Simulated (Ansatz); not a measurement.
# C₃H₉BS: a ladder of functionals and wavefunction methods

Aim: compute C₃H₉BS with functionals from several rungs and with coupled cluster, and see how far each lands from CCSD(T) at the basis-set limit for the atomisation energy.

Computed with Ansatz 0.2.0, Gaussian basis. Level: functionals in def2-TZVPP, the program's frozen cores in correlated methods.

Plan: PBE-D4, r2SCAN-D4, PBE0-D4, B3LYP-D4, ωB97X-V, ωB97M-V, B2PLYP; CCSD(T)/def2-TZVPP; MP2/def2-QZVPP; extrapolation to the limit.

### 1 The relaxed structure

An earlier PBE0-D4 in a triple-zeta def2 set relaxation fixed the geometry.

14 atoms, charge 0, spin multiplicity 1.

Atoms are counted from 1 here; the program's logs count them from 0.

Bond lengths: B1–C2 1.626 Å, B1–S4 2.071 Å, B1–H6 1.211 Å, B1–H7 1.202 Å, C2–C3 1.528 Å, C2–H8 1.093 Å, C2–H9 1.092 Å, C3–S4 1.825 Å, C3–H10 1.091 Å, C3–H11 1.091 Å, S4–C5 1.791 Å, C5–H12 1.090 Å, C5–H13 1.090 Å, C5–H14 1.090 Å. Angles: C2–B1–S4 83.5°, C2–B1–H6 114.4°, C2–B1–H7 122.3°, S4–B1–H6 102.1°, S4–B1–H7 110.9°, H6–B1–H7 116.0°, B1–C2–C3 95.8°, B1–C2–H8 113.0°, B1–C2–H9 116.8°, C3–C2–H8 110.2°, C3–C2–H9 113.0°, H8–C2–H9 107.7°, C2–C3–S4 95.2°, C2–C3–H10 111.7°, C2–C3–H11 119.3°, S4–C3–H10 107.0°, S4–C3–H11 112.5°, H10–C3–H11 109.8° and more.

### 2 PBE-D4 (GGA)

in.yaml reads:

```yaml
crystal:
  periodic: [false, false, false]
  atoms:
    - {symbol: B, position_ang: [-1.011456, -0.269369, 1.049365]}
    - {symbol: C, position_ang: [0.102880, -1.448600, 0.938193]}
    - {symbol: C, position_ang: [0.872120, -0.826108, -0.226056]}
    - {symbol: S, position_ang: [-0.577269, 0.007858, -0.956085]}
    - {symbol: C, position_ang: [-0.053486, 1.696357, -1.244189]}
    - {symbol: H, position_ang: [-0.604386, 0.759765, 1.541937]}
    - {symbol: H, position_ang: [-2.180376, -0.502587, 1.207774]}
    - {symbol: H, position_ang: [-0.321249, -2.410809, 0.638390]}
    - {symbol: H, position_ang: [0.726445, -1.620206, 1.818139]}
    - {symbol: H, position_ang: [1.553000, -0.043358, 0.112924]}
    - {symbol: H, position_ang: [1.381890, -1.477544, -0.937919]}
    - {symbol: H, position_ang: [0.398029, 2.098613, -0.337588]}
    - {symbol: H, position_ang: [0.644937, 1.733370, -2.080368]}
    - {symbol: H, position_ang: [-0.943879, 2.273517, -1.495518]}
basis:
  gaussian: {orbitals: def2-TZVPP}
hamiltonian: {xc: pbe, dispersion: d4}
output: {forces: true, orbitals: {seedname: orbitals}}
```

The run is started by

```
ansatz run in.yaml --threads 4 --pin off --events-out ev --progress --plain --max-ram 10444MiB
```

The runs that follow: r2SCAN-D4 (meta-GGA); PBE0-D4 (hybrid); B3LYP-D4 (hybrid); ωB97X-V (range-separated); ωB97M-V (range-separated); B2PLYP (double hybrid); CCSD(T) in def2-TZVPP; MP2 in def2-QZVPP.

**Question.** What will the summary of the whole plan be? Wanted: atomisation energy, CCSD(T)/CBS; farthest; mean size of error, hybrid; mean size of error, range-separated; gap, smallest and largest; T1 diagnostic; triples share of the correlation energy.

**Answer**, as computed:

```
                               quantity                                 value
        atomisation energy, CCSD(T)/CBS                       1234.8 kcal/mol
functionals within 6.2 kcal/mol (0.5 %)                     B3LYP-D4, ωB97X-V
                               farthest               PBE-D4 (+27.5 kcal/mol)
             mean size of error, hybrid                          8.5 kcal/mol
    mean size of error, range-separated                          7.3 kcal/mol
              gap, smallest and largest  5.53 eV (PBE-D4), 12.23 eV (ωB97X-V)
                          T1 diagnostic                                0.0104
triples share of the correlation energy                                 4.2 %
```

In words: PBE-D4 is off by +27.5 kcal/mol. Double hybrids carry the basis error of their MP2 part in triple zeta, and no dispersion term here, so their miss is partly the set-up's. Misses under about 6.2 kcal/mol are within the doubt on the reference itself, which lacks core-valence correlation, relativity and higher excitations. Hartree-Fock recovers 75 % of the binding; the rest is correlation. The gap grows from 5.5 to 12.2 eV across the functionals, mostly with the share of exact exchange.
